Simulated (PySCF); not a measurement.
**C4H6B+ (SMILES CBc1c[cH+]1) at 4 levels**

Aim: a comparison of 4 runs (HF/3-21G, B3LYP/6-31G*, BLYP/pcseg-1, PBE0/def2-SVP) of C4H6B+. 

Program for the calculation: PySCF 2.14.0.

## (1) Starting point

The species is C4H6B+ (11 atoms), meant as a singlet with charge +1. SMILES: `CBc1c[cH+]1`. The coordinates come from a GFN2-xTB relaxation. This is one conformer, not always the lowest.

Bond lengths: C1–B2 1.555 Å, B2–C3 1.496 Å, C3–C4 1.410 Å, C3–C5 1.410 Å, C4–C5 1.345 Å, C1–H6 1.091 Å, C1–H7 1.085 Å, C1–H8 1.092 Å, B2–H9 1.169 Å, C4–H10 1.067 Å, C5–H11 1.067 Å. Some angles: C1–B2–C3 122.4°, B2–C3–C4 151.5°, B2–C3–C5 151.4°, C4–C3–C5 57.0°, C3–C4–C5 61.5°, C3–C5–C4 61.5°, C1–B2–H9 120.8°, C3–B2–H9 116.8°, B2–C1–H6 110.1°, B2–C1–H7 115.8°.

## (2) Energy and forces at HF/3-21G (run 1)

The input, job.py:

```python
# CBc1c[cH+]1
import pyscf.grad
from pyscf import gto, scf

mol = gto.M(
    atom='''
C     -1.717629     1.936572     2.329843
B     -1.233745     1.155171    -0.460961
C      0.686915    -0.791398    -1.178849
C      1.394504    -3.310177    -1.678587
C      3.155899    -1.489539    -1.894998
H     -1.610160     3.985546     2.521840
H     -0.487568     1.074385     3.724556
H     -3.671247     1.486988     2.818375
H     -2.378466     2.079965    -2.107328
H      0.823788    -5.242251    -1.776550
H      5.037707    -0.885261    -2.297340
''',
    charge=1,
    max_memory=1860,
    basis='3-21g',
    spin=0,
    unit='bohr',
    verbose=3,
)

calc0 = scf.RHF(mol)
calc0.conv_tol = 1e-10
calc0.kernel()
if not calc0.converged:
    calc0 = calc0.newton().run(calc0.mo_coeff, calc0.mo_occ)

e_final = calc0.e_tot
print('E(%s) = %.9f' % ('HF', e_final))
grad = calc0.Gradients().kernel()
calc0.analyze()
```

Launch:

```
$ OMP_NUM_THREADS=1 python job.py
```

What it wrote:

```text
converged SCF energy = -178.301985279337
[... 16 lines left out ...]
MO #7   energy= -1.13323613907808  occ= 2
[... 9 lines left out ...]
MO #17  energy= -0.653616109065302 occ= 2
[... 9 lines left out ...]
MO #27  energy= 0.207777645252145  occ= 0
[... 9 lines left out ...]
MO #37  energy= 0.730724815608996  occ= 0
[... 9 lines left out ...]
MO #47  energy= 1.06960136164242   occ= 0
[... 9 lines left out ...]
MO #57  energy= 1.98810190789578   occ= 0
[... 13 lines left out ...]
WARN: System has nonzero charge 1; the dipole moment is origin-dependent.
Location of origin: [0. 0. 0.]

Dipole moment(X, Y, Z, Debye):  3.28378, -3.53859, -2.85046
```

Wall time 5.4 s (1 thread of Intel Xeon at 2.50GHz (Skylake/Cascade Lake), shared host); peak memory 0.13 GiB.

## (3) Energy and gradient at B3LYP/6-31G(d) (spherical functions) (run 2)

The input, input.py:

```python
# CBc1c[cH+]1
from pyscf import gto, dft

mol = gto.M(
    atom=[
    ('C', (-0.908930, 1.024790, 1.232900)),
    ('B', (-0.652870, 0.611290, -0.243930)),
    ('C', (0.363500, -0.418790, -0.623820)),
    ('C', (0.737940, -1.751670, -0.888270)),
    ('C', (1.670030, -0.788230, -1.002790)),
    ('H', (-0.852060, 2.109060, 1.334500)),
    ('H', (-0.258010, 0.568540, 1.970950)),
    ('H', (-1.942740, 0.786880, 1.491420)),
    ('H', (-1.258630, 1.100670, -1.115150)),
    ('H', (0.435930, -2.774080, -0.940110)),
    ('H', (2.665840, -0.468460, -1.215700)),
],
    verbose=3,
    basis='6-31g*',
    charge=1,
    max_memory=1860,
)

myscf = dft.RKS(mol, xc='b3lyp')
myscf.grids.level = 5
myscf.conv_tol = 1e-10
myscf.kernel()
if not myscf.converged:
    myscf = myscf.newton().run(myscf.mo_coeff, myscf.mo_occ)

etot = myscf.e_tot
print(f'total energy: {etot:.8f} hartree')
grad = myscf.nuc_grad_method().kernel()
dip = myscf.dip_moment()
pop, q = myscf.mulliken_pop()
```

Launch:

```
$ OMP_NUM_THREADS=1 python input.py
```

What it wrote:

```text
converged SCF energy = -180.527479005604
total energy: -180.52747901 hartree
--------------- RKS gradients ---------------
         x                y                z
0 C    -0.0052598209     0.0040599582     0.0006202919
1 B     0.0121812836    -0.0144353852    -0.0170839089
2 C    -0.0314540458     0.0322712411     0.0138200700
[... 7 lines of this table left out ...]
10 H    -0.0111814020    -0.0037795930     0.0024248412
----------------------------------------------

WARN: System has nonzero charge 1; the dipole moment is origin-dependent.
[... 2 lines left out ...]
Dipole moment(X, Y, Z, Debye):  2.89465, -3.11831, -2.46452
[... 94 lines left out ...]
charge of   10H =      0.27775
```

Wall time 65 s (1 thread of Intel Xeon at 2.50GHz (Skylake/Cascade Lake), shared host); peak memory 0.83 GiB.

Run 3 isn't shown in full; the table further down has it.

## (4) Energy and gradient at PBE0/def2-SVP (run 4)

The input, job.py:

```python
# CBc1c[cH+]1
import pyscf.grad
from pyscf import gto, dft

mol = gto.M(
    atom='''
C   -0.908930   1.024790   1.232900
B   -0.652870   0.611290  -0.243930
C    0.363500  -0.418790  -0.623820
C    0.737940  -1.751670  -0.888270
C    1.670030  -0.788230  -1.002790
H   -0.852060   2.109060   1.334500
H   -0.258010   0.568540   1.970950
H   -1.942740   0.786880   1.491420
H   -1.258630   1.100670  -1.115150
H    0.435930  -2.774080  -0.940110
H    2.665840  -0.468460  -1.215700
''',
    spin=0,
    verbose=4,
    basis='def2-svp',
    charge=1,
    max_memory=1860,
)

mf = dft.RKS(mol)
mf.xc = 'pbe0'
mf.conv_tol = 1e-10
mf.grids.level = 5
mf.kernel()
if not mf.converged:
    mf = mf.newton().run(mf.mo_coeff, mf.mo_occ)

e_tot = mf.e_tot
print('Final energy', e_tot)
grad = mf.Gradients().kernel()
mf.analyze()
```

Launch:

```
$ OMP_NUM_THREADS=1 python job.py
```

What it wrote:

```text
PySCF version 2.14.0

[... 105 lines left out ...]
MO #5   energy= -6.99986390511605  occ= 2
[... 18 lines left out ...]
MO #24  energy= -0.0343037042382237 occ= 0
[... 18 lines left out ...]
MO #43  energy= 0.459239806006727  occ= 0
[... 18 lines left out ...]
MO #62  energy= 1.10261131157497   occ= 0
[... 18 lines left out ...]
MO #81  energy= 1.84239284098059   occ= 0
[... 18 lines left out ...]
MO #100 energy= 3.27500655620316   occ= 0
[... 115 lines left out ...]
WARN: System has nonzero charge 1; the dipole moment is origin-dependent.
Location of origin: [0. 0. 0.]

Dipole moment(X, Y, Z, Debye):  2.87109, -3.09289, -2.43159
```

Wall time 79 s (1 thread of Intel Xeon at 2.50GHz (Skylake/Cascade Lake), shared host); peak memory 1 GiB.

## (5) Overview of the runs

| run | level | integration grid | energy (Eh) | HOMO energy (eV) | LUMO energy (eV) | HOMO–LUMO gap (eV) | wall time |
| --- | --- | --- | --- | --- | --- | --- | --- |
| 1 | HF/3-21G | – | -178.301985 | -17.79 | -2.92 | 14.87 | 5.4 s |
| 2 | B3LYP/6-31G* (spherical functions) | 5 | -180.527479 | -14.20 | -7.21 | 6.99 | 65 s |
| 3 | BLYP/pcseg-1 | 5 | -180.397570 | -13.07 | -8.11 | 4.95 | 93 s |
| 4 | PBE0/def2-SVP | 5 | -180.159161 | -14.51 | -7.20 | 7.31 | 79 s |

## (6) Results

```
                       quantity          value
            run 4: total energy  -180.15916 Eh
             run 4: HOMO energy      -14.51 eV
             run 4: LUMO energy       -7.20 eV
           run 4: HOMO–LUMO gap        7.31 eV
run 4: largest force on an atom     2.822 eV/Å
```

In words: The HOMO–LUMO gap runs from 4.95 eV (BLYP/pcseg-1) to 14.87 eV (HF/3-21G). The two ends differ in method and basis. Totals of different functionals can't be ranked against each other. All runs together took 4 min, the longest 93 s.
